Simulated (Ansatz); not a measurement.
Geometry optimisation, DFT LDA, scalar-relativistic, plane waves, PAW (Ansatz 0.2.0).

Input:

```yaml
crystal:
  lattice:
    - [-3.128588, -5.418874, 0.0]
    - [4.692882, -2.709437, 0.0]
    - [0.0, 0.0, 5.016955]
  atoms:
    - { symbol: Al, position: [0.4953949, 0.6720697, 0.4996914] }
    - { symbol: Si, position: [0.49387, 0.3351574, 0.9945928] }
    - { symbol: "N", position: [0.5090726, 0.6637041, 0.8827292] }
    - { symbol: "N", position: [0.4942464, 0.3269283, 0.382458] }
    - { symbol: Al, position: [0.2580157, 0.8269088, 0.9868914] }
    - { symbol: "N", position: [0.2449453, 0.1629694, 0.8882156] }
    - { symbol: "N", position: [0.2535592, 0.8294941, 0.3751273] }
    - { symbol: Al, position: [-0.0005403, 0.6615803, 0.4929489] }
    - { symbol: Al, position: [0.0073711, 0.3307356, 1.0099563] }
    - { symbol: "N", position: [-0.0029684, 0.6674343, 0.8760844] }
    - { symbol: "N", position: [0.0043302, 0.3317299, 0.3817793] }
    - { symbol: Al, position: [0.7555257, 0.1774946, 0.4949938] }
    - { symbol: Al, position: [0.7423531, 0.8354898, 0.9941473] }
    - { symbol: "N", position: [0.747233, 0.175141, 0.8754056] }
    - { symbol: "N", position: [0.7495287, 0.8391917, 0.3789513] }
total_charge: 2
basis:
  ecutwfc: 420.0
kpoints:
  mp_grid: { grid: [2, 2, 2] }
hamiltonian:
  xc: lda
  pseudopotentials: { kind: paw, azcp: { folder: soft_1 } }
scf:
  occupations: { method: gaussian, width: 0.05 }
  lower_state_search: "off"
relax:
  f_tol: 0.03
  max_steps: 60
  adjacent_minimum: "off"
```

Command:

```bash
$ ansatz run input.yaml --threads 1 --pin off --max-ram 3072MiB --backend cpu --events-out ev --progress --plain --runs-dir out
```

Question: Where does it end, and by what steps?

Answer: The run converged. Limits of this set-up: coarse k mesh, PAW files made for another functional, charged cell in a uniform background, uncorrected. After 13 steps the energy has fallen by 3.783 eV; N11 moved furthest, 1.04 Å. Joined: N4–N11 (3.07 → 1.38 Å).

```tsv
step	energy less start (eV)	largest force component (eV/Å)	accepted
0	0.0000	2.744	yes
1	-1.4242	1.592	yes
2	-2.2224	0.820	yes
3	-2.5889	0.716	yes
4	-2.7076	0.717	yes
5	-3.0230	1.046	yes
6	-3.5297	1.287	yes
7	-3.6858	1.213	yes
8	-3.0585	7.989	no
9	-3.7756	0.211	yes
10	-3.7700	0.497	no
11	-3.7822	0.084	yes
12	-3.7831	0.034	yes
13	-3.7832	0.010	yes
```

```xyz
15
Lattice="-3.1286 -5.4189 0.0000 4.6929 -2.7094 0.0000 0.0000 0.0000 5.0170" Properties=species:S:1:pos:R:3
Al 1.544 -4.537 2.537
Si -0.011 -3.687 4.973
N 1.453 -4.495 4.399
N -0.148 -4.488 1.583
Al 3.092 -3.622 5.037
N 0.000 -1.960 4.937
N 2.605 -3.294 1.774
Al 3.191 -1.759 2.536
Al 1.604 -0.965 4.974
N 3.179 -1.832 4.380
N 2.302 -0.275 1.607
Al -1.693 -4.394 2.656
Al 1.552 -6.317 5.038
N -1.521 -4.461 4.422
N 1.630 -6.314 1.895
```

Whether the end is a true minimum wasn't checked by a vibrational analysis.

Run time: 46 s on 1 thread of Arm Neoverse V2, with other jobs on the host, peak memory 0.38 GiB.
